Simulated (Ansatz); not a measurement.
Predict the output of the script below (Ansatz 0.2.0, Python API).

Contents of `ti.vasp`:
```text
Ti
1.0
   4.60000000    0.00000000    0.00000000
  -2.30000000    3.98371686    0.00000000
   0.00000000    0.00000000    2.82000000
Ti
3
Direct
   0.00000000    0.00000000    0.00000000
   0.33333333    0.66666667    0.50000000
   0.66666667    0.33333333    0.50000000
```

Script `paw_lapw.py`:
```python
'''PAW against all-electron LAPW for Ti.'''

import ansatz
from ase.io import read
import numpy as np


def count_gap(report):
    # lowest empty less highest filled band, counting bands; zero where they overlap
    return max(report.get('gap_by_band_count_ev') or 0.0, 0.0)

atoms = read('ti.vasp', format='vasp')
structure = ansatz.Crystal.from_ase(atoms)

calculation = (
    structure.calculation()
    .functional('pbesol')
    .kpoints(spacing=0.24)
    .occupations('Fermi-Dirac', width=100 * ansatz.meV)
    .stress()
    .forces()
    .band_table()
)
variants = {
    'PAW': calculation.pseudopotentials('paw'),
    'LAPW': calculation.pseudopotentials('all_electron', lapw=True),
}
# totals differ by the cores that each treatment holds, so compare what does not depend on them
rows = []
for label, variant in variants.items():
    report = variant.run(threads=1, pin='off').report
    levels = np.array(report['eigenvalues_ev'][0]) - report['fermi_energy_ev']
    print(label, 'levels at the first k-point near E_F:', np.round(levels[np.abs(levels) < 5], 3))
    rows.append((label, report['n_electrons'], np.trace(report['stress_gpa']) / 3, float(np.abs(report['forces_ev_ang']).max()), count_gap(report)))
print('     treatment  electrons in bands           P GPa  max force component eV/A  gap by band count eV')
for row in rows:
    print(f'{str(row[0]):>14s}  {row[1]:18.1f}  {row[2]:14.3f}  {row[3]:24.4f}  {row[4]:20.3f}')
```

```console
$ python paw_lapw.py
DeckWarning: basis.ecutwfc = 420 eV, auto-derived from the records' recommended cutoffs: set by Ti (normal level)
PAW levels at the first k-point near E_F: [-1.897 -0.689 -0.689 -0.596 -0.596 -0.057  0.656  1.311  1.311]
LAPW levels at the first k-point near E_F: [-1.898 -0.688 -0.688 -0.596 -0.596 -0.057  0.656  1.311  1.311]
     treatment  electrons in bands           P GPa  max force component eV/A  gap by band count eV
           PAW                36.0          -4.845                    0.0000                 0.000
          LAPW                36.0          -4.861                    0.0000                 0.000
```
(Warnings from the package without file and line.)

PAW gives -4.845 GPa and LAPW -4.861 GPa, 0.016 GPa apart. They took 2.5 and 15.2 s of processor time.

Notes:
- The computed bands are complete only to about 1.0 eV above the Fermi level.
- The mesh is modest for a metal, so energies can be off by several to tens of meV an atom and pressures by half a GPa or more; differences at equal mesh fare better.
- A gap by band count of zero or less means overlapping bands, a metal.
- This isn't the structure that Ti takes at ambient conditions.
- Gaps and levels are Kohn-Sham values on a finite set of k-points.
- Pressure is positive in compression; the treatments may keep other shells as core, so totals and counts of electrons can differ.
- Hardware and time: 27 s on 1 thread of Intel(R) Xeon(R) Processor @ 2.30GHz, on a shared host, peak memory 0.71 GiB.
